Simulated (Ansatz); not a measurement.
# H₆OSi₂Zn: a ladder of functionals and wavefunction methods

The task here is to estimate one member of a computed series from the others.

Computed with Ansatz 0.2.0, Gaussian basis. Level: functionals in def2-TZVPP, the program's frozen cores in correlated methods.

Plan: PBE-D4, r2SCAN-D4, PBE0-D4, B3LYP-D4, ωB97X-V, ωB97M-V, B2PLYP; CCSD(T)/def2-TZVPP; MP2/def2-QZVPP; extrapolation to the limit.

## Structure used throughout

The geometry comes from an earlier relaxation with PBE0-D4 in a triple-zeta def2 set; it is a stationary point, not always the lowest conformer.

SMILES `O[SiH2][Zn][SiH3]`, 10 atoms, charge 0, spin multiplicity 1.

Atoms are counted from 1 here; the program's logs count them from 0.

Bond lengths: O1–Si2 1.666 Å, O1–H5 0.957 Å, Si2–Zn3 2.415 Å, Si2–H6 1.498 Å, Si2–H7 1.490 Å, Zn3–Si4 2.400 Å, Si4–H8 1.493 Å, Si4–H9 1.493 Å, Si4–H10 1.493 Å. Angles: Si2–O1–H5 117.0°, O1–Si2–Zn3 113.8°, O1–Si2–H6 110.0°, O1–Si2–H7 104.1°, Zn3–Si2–H6 111.1°, Zn3–Si2–H7 111.2°, H6–Si2–H7 106.1°, Si2–Zn3–Si4 179.7°, Zn3–Si4–H8 112.0°, Zn3–Si4–H9 112.1°, Zn3–Si4–H10 112.3°, H8–Si4–H9 106.6°, H8–Si4–H10 106.7°, H9–Si4–H10 106.7°.

Coordinates:

```mol
H6OSi2Zn
  3D, bonds by distance, orders not assigned

 10  9  0  0  0  0  0  0  0  0999 V2000
   -1.1122    1.8621   -2.1729 O   0  0
    0.1000    1.8553   -1.0308 Si  0  0
    0.2388   -0.1998    0.2305 Zn  0  0
    0.3697   -2.2481    1.4745 Si  0  0
   -2.0073    1.7369   -1.8571 H   0  0
   -0.0442    3.0381   -0.1222 H   0  0
    1.3427    2.0890   -1.8183 H   0  0
   -0.8489   -3.0918    1.2943 H   0  0
    0.5093   -2.0074    2.9412 H   0  0
    1.5350   -3.0855    1.0639 H   0  0
  1  2  8  0
  2  3  8  0
  3  4  8  0
  1  5  8  0
  2  6  8  0
  2  7  8  0
  4  8  8  0
  4  9  8  0
  4 10  8  0
M  END
```

Set-up of the first run:

The input, in.yaml:

```yaml
crystal:
  periodic: [false, false, false]
  atoms:
    - {symbol: O, position_ang: [-1.112182, 1.862052, -2.172915]}
    - {symbol: Si, position_ang: [0.100016, 1.855280, -1.030767]}
    - {symbol: Zn, position_ang: [0.238762, -0.199780, 0.230484]}
    - {symbol: Si, position_ang: [0.369680, -2.248073, 1.474451]}
    - {symbol: H, position_ang: [-2.007298, 1.736945, -1.857075]}
    - {symbol: H, position_ang: [-0.044158, 3.038135, -0.122189]}
    - {symbol: H, position_ang: [1.342724, 2.088961, -1.818344]}
    - {symbol: H, position_ang: [-0.848857, -3.091768, 1.294304]}
    - {symbol: H, position_ang: [0.509327, -2.007413, 2.941161]}
    - {symbol: H, position_ang: [1.534985, -3.085539, 1.063890]}
basis:
  gaussian: {orbitals: def2-TZVPP}
hamiltonian: {xc: pbe, dispersion: d4}
output: {forces: true, orbitals: {seedname: orbitals}}
```

Run with:

```bash
$ ansatz run in.yaml --threads 4 --pin off --events-out ev --progress --plain --max-ram 10444MiB
```

Among the steps run: PBE-D4 (GGA); r2SCAN-D4 (meta-GGA); PBE0-D4 (hybrid); B3LYP-D4 (hybrid); ωB97X-V (range-separated); ωB97M-V (range-separated); B2PLYP (double hybrid); CCSD(T) in def2-TZVPP; MP2 in def2-QZVPP.

One table of the session follows, with a row left open; its other results are not shown here.

| method | atomisation energy (kJ/mol) |
| --- | --- |
| PBE-D4 | 2792.1 |
| r2SCAN-D4 | 2823.7 |
| PBE0-D4 | 2771.7 |
| B3LYP-D4 | 2790.3 |
| ωB97X-V | 2842.7 |
| ωB97M-V | 2815.7 |
| B2PLYP | 2761.0 |
| HF/def2-TZVPP | ? |
| MP2/def2-TZVPP | 2742.9 |
| CCSD/def2-TZVPP | 2703.4 |
| CCSD(T)/def2-TZVPP | 2734.1 |
| MP2/CBS | 2827.2 |
| CCSD(T)/CBS | 2818.4 |

**Question.** Estimate the row for HF/def2-TZVPP.

The run gave: atomisation energy (kJ/mol): 2063.3. In the column «atomisation energy (kJ/mol)» it is the lowest.
